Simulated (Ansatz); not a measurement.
# Te2Mo: the cost of one run

Program: Ansatz 0.2.0. PAW datasets, plane waves. Spin-unpolarised throughout; all numbers are computed.

### 1 Starting point

The unstrained cell was relaxed with r2SCAN+rVV10; in each strained cell the atoms were relaxed again with r2SCAN+rVV10. Names of k-points are those of the unstrained zone, where strain can split equivalent points. First state: no strain.

The symmetry is P6_3/mmc (No. 194, hexagonal); conventional cell a = 3.542 Å, c = 14.176 Å, 25.67 Å³ an atom. Te has 3 Mo at 2.72 Å; Mo has 6 Te at 2.72 Å.

As a file:

```cif
data_structure
_symmetry_space_group_name_H-M 'P6_3/mmc'
_symmetry_Int_Tables_number 194
_cell_length_a 3.5421
_cell_length_b 3.5421
_cell_length_c 14.1763
_cell_angle_alpha 90.000
_cell_angle_beta 90.000
_cell_angle_gamma 120.000
_cell_volume 154.04
loop_
_atom_site_label
_atom_site_type_symbol
_atom_site_symmetry_multiplicity
_atom_site_Wyckoff_symbol
_atom_site_fract_x
_atom_site_fract_y
_atom_site_fract_z
_atom_site_occupancy
Te1 Te 4 f 0.33333 0.66667 0.12340 1
Mo1 Mo 2 d 0.33333 0.66667 0.75000 1
```

### 2 No strain: PBE

Input file input.yaml:

```yaml
crystal:
  lattice:
    - [3.5421311991, 0.0, 0.0]
    - [-1.7710655996, 3.067575602, 0.0]
    - [0.0, 0.0, 14.1762755547]
  atoms:
    - { symbol: Te, position: [0.3333333333, 0.6666666667, 0.1233990641] }
    - { symbol: Te, position: [0.6666666667, 0.3333333333, 0.6234237379] }
    - { symbol: Te, position: [0.6666666667, 0.3333333333, 0.8766009359] }
    - { symbol: Te, position: [0.3333333333, 0.6666666667, 0.3765762621] }
    - { symbol: Mo, position: [0.3333333333, 0.6666666667, 0.7500122962] }
    - { symbol: Mo, position: [0.6666666667, 0.3333333333, 0.2499877038] }
kpoints:
  mp_grid: { grid: [12, 12, 2] }
  band_path:
    path:
      - [0.0, 0.0, 0.0]
      - [0.5, 0.0, 0.0]
      - [0.3333333333, 0.3333333333, 0.0]
      - [0.0, 0.0, 0.5]
      - [0.5, 0.0, 0.5]
      - [0.3333333333, 0.3333333333, 0.5]
      - [0.195312, 0.197917, 0.0]
    npoints: 1
hamiltonian:
  xc: pbe
scf:
  occupations: { method: fermi_dirac, width: 0.02 }
  n_extra_bands: 5
output:
  forces: true
  stress: true
  eigenvalues: true
  write_density: true
  write_potential: true
  elf: true
  volumetric_format: npy
```

On the command line:

```sh
ansatz run input.yaml --threads 4 --pin off --max-ram 4608MiB --backend cpu --events-out ev --progress --plain --runs-dir out
```

**Question.** How long does this run take on 4 threads of Intel Xeon at 2.70GHz, shared host, and how much memory does it need?

About 6.7 s, with a peak of 0.65 GiB.
